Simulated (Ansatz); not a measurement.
Write a Python script for Ansatz 0.2.0 through its Python package that makes a geometry optimisation of C₃H₇FOSe, SMILES CC[Se](=O)CF. Level of theory: PBE0, def2-SVP basis, multiplicity 1.

```xyz
13

C    -2.0676    0.1343    0.0192
C    -0.6181   -0.1323    0.3954
Se    0.5160   -0.0463   -1.1970
O     0.6995    1.5834   -1.0434
C     2.1515   -0.3905   -0.1815
F     2.2820    0.4936    0.8745
H    -2.1676    1.1505   -0.4173
H    -2.7069    0.0684    0.9246
H    -2.4140   -0.6183   -0.7203
H    -0.2914    0.6135    1.1512
H    -0.5367   -1.1467    0.8400
H     2.1278   -1.4282    0.2103
H     3.0255   -0.2813   -0.8559
```

`c3h7fose_opt.py`
```python
'''Relax the C3H7FOSe molecule.'''

import argparse
import logging
import sys

import ansatz as az
from ase import Atoms
import numpy as np

logging.basicConfig(stream=sys.stdout, format='%(levelname)s:%(name)s:%(message)s')
logger = logging.getLogger('calc')
logger.setLevel(logging.INFO)

parser = argparse.ArgumentParser(description='Relax the C3H7FOSe molecule.')
parser.add_argument('--basis', required=True, help='Gaussian basis set')
parser.add_argument('--functional', required=True, help='exchange-correlation functional')
args = parser.parse_args()

atoms = Atoms(['C', 'C', 'Se', 'O', 'C', 'F', 'H', 'H', 'H', 'H', 'H', 'H', 'H'], positions=[
    (-2.0676, 0.1343, 0.0192),
    (-0.6181, -0.1323, 0.3954),
    (0.516, -0.0463, -1.197),
    (0.6995, 1.5834, -1.0434),
    (2.1515, -0.3905, -0.1815),
    (2.282, 0.4936, 0.8745),
    (-2.1676, 1.1505, -0.4173),
    (-2.7069, 0.0684, 0.9246),
    (-2.414, -0.6183, -0.7203),
    (-0.2914, 0.6135, 1.1512),
    (-0.5367, -1.1467, 0.84),
    (2.1278, -1.4282, 0.2103),
    (3.0255, -0.2813, -0.8559),
])
geometry = az.Crystal.molecule_from_ase(atoms)

calculation = (
    geometry.calculation()
    .basis(gaussian=args.basis)  # atom-centred Gaussian functions
    .functional(args.functional)
)
symbols = [site.symbol for site in geometry.cartesian_sites]
start = np.array([site.position_ang for site in geometry.cartesian_sites], dtype=float)
def progress(event):
    if event['event'] == 'relax_step':
        row = event['data']
        logger.info(f'step {row["step"]:3d}  E = {row["lagrangian_ev"]:.6f} eV  largest force component {row["allowed_force_max_ev_ang"]:.4f} eV/A')


summary = calculation.relax(force_tolerance=0.02, max_steps=100).session().plan().execute(on_event=progress).report
end = np.array(summary['positions_ang'])

logger.info('reference energy %16.6f eV' % summary['reference_energy_ev'])
logger.info('total energy     %16.6f eV' % summary['free_energy_ev'])
print('occupied orbitals outside the frozen core (up, down):', summary['n_occupied'], ' frozen:', summary['n_frozen'], ' virtual:', summary['n_virtual'])

logger.info('final positions (A) and the move of each atom')
for symbol, xyz, old in zip(symbols, end, start):
    logger.info(f'{symbol:2s} {xyz[0]:10.5f} {xyz[1]:10.5f} {xyz[2]:10.5f}   {np.linalg.norm(xyz - old):7.4f}')
with open('c3h7fose_opt.xyz', 'w') as handle:
    handle.write(f'{len(symbols)}\nrelaxed C3H7FOSe\n')
    handle.writelines(f'{s:2s} {x:11.6f} {y:11.6f} {z:11.6f}\n' for s, (x, y, z) in zip(symbols, end))
```

```console
$ python c3h7fose_opt.py --basis def2-SVP --functional pbe0
INFO:calc:step   1  E = -73305.663988 eV  largest force component 1.7852 eV/A
INFO:calc:step   2  E = -73306.092944 eV  largest force component 1.0340 eV/A
INFO:calc:step   3  E = -73306.149856 eV  largest force component 0.6750 eV/A
INFO:calc:step   4  E = -73306.193579 eV  largest force component 0.2561 eV/A
INFO:calc:step   5  E = -73306.205062 eV  largest force component 0.1795 eV/A
INFO:calc:step   6  E = -73306.153460 eV  largest force component 1.3758 eV/A
INFO:calc:step   7  E = -73306.211044 eV  largest force component 0.0693 eV/A
INFO:calc:step   8  E = -73306.214514 eV  largest force component 0.0565 eV/A
INFO:calc:step   9  E = -73306.215972 eV  largest force component 0.0652 eV/A
INFO:calc:step  10  E = -73306.215966 eV  largest force component 0.0798 eV/A
INFO:calc:step  11  E = -73306.216455 eV  largest force component 0.0175 eV/A
INFO:calc:reference energy    -73306.216480 eV
INFO:calc:total energy        -73306.216480 eV
occupied orbitals outside the frozen core (up, down): [38, 38]  frozen: 0  virtual: [99, 99]
INFO:calc:final positions (A) and the move of each atom
INFO:calc:C    -2.02370    0.23367    0.05453    0.1142
INFO:calc:C    -0.65771   -0.30597    0.42333    0.1803
INFO:calc:Se    0.52605   -0.17419   -1.14543    0.1383
INFO:calc:O     0.42300    1.40777   -1.57638    0.6256
INFO:calc:C     2.19435   -0.32053   -0.07406    0.1352
INFO:calc:F     2.12612    0.34964    1.10139    0.3106
INFO:calc:H    -1.91636    1.23262   -0.39455    0.2653
INFO:calc:H    -2.65585    0.32033    0.95114    0.2584
INFO:calc:H    -2.54589   -0.41456   -0.66615    0.2487
INFO:calc:H    -0.16813    0.30221    1.19665    0.3379
INFO:calc:H    -0.66932   -1.36033    0.74294    0.2695
INFO:calc:H     2.39466   -1.39154    0.10306    0.2899
INFO:calc:H     2.97280    0.12098   -0.71666    0.4289
```

It writes `c3h7fose_opt.xyz`:
```text
13
relaxed C3H7FOSe
C    -2.023700    0.233670    0.054525
C    -0.657714   -0.305973    0.423335
Se    0.526046   -0.174190   -1.145433
O     0.422998    1.407769   -1.576382
C     2.194351   -0.320526   -0.074061
F     2.126118    0.349639    1.101390
H    -1.916359    1.232624   -0.394551
H    -2.655851    0.320328    0.951138
H    -2.545886   -0.414562   -0.666154
H    -0.168132    0.302207    1.196654
H    -0.669322   -1.360326    0.742941
H     2.394656   -1.391536    0.103062
H     2.972796    0.120975   -0.716665
```

Reading the output:
- Total energies depend on the basis set; only differences at equal settings carry meaning.
- The end point is the stationary point reached from this start; no frequency run checks that it is a minimum, and the basis set is modest.
- Finished in 2.1 min on 1 thread of Arm Neoverse V1, with other jobs on the host, peak memory 0.46 GiB.
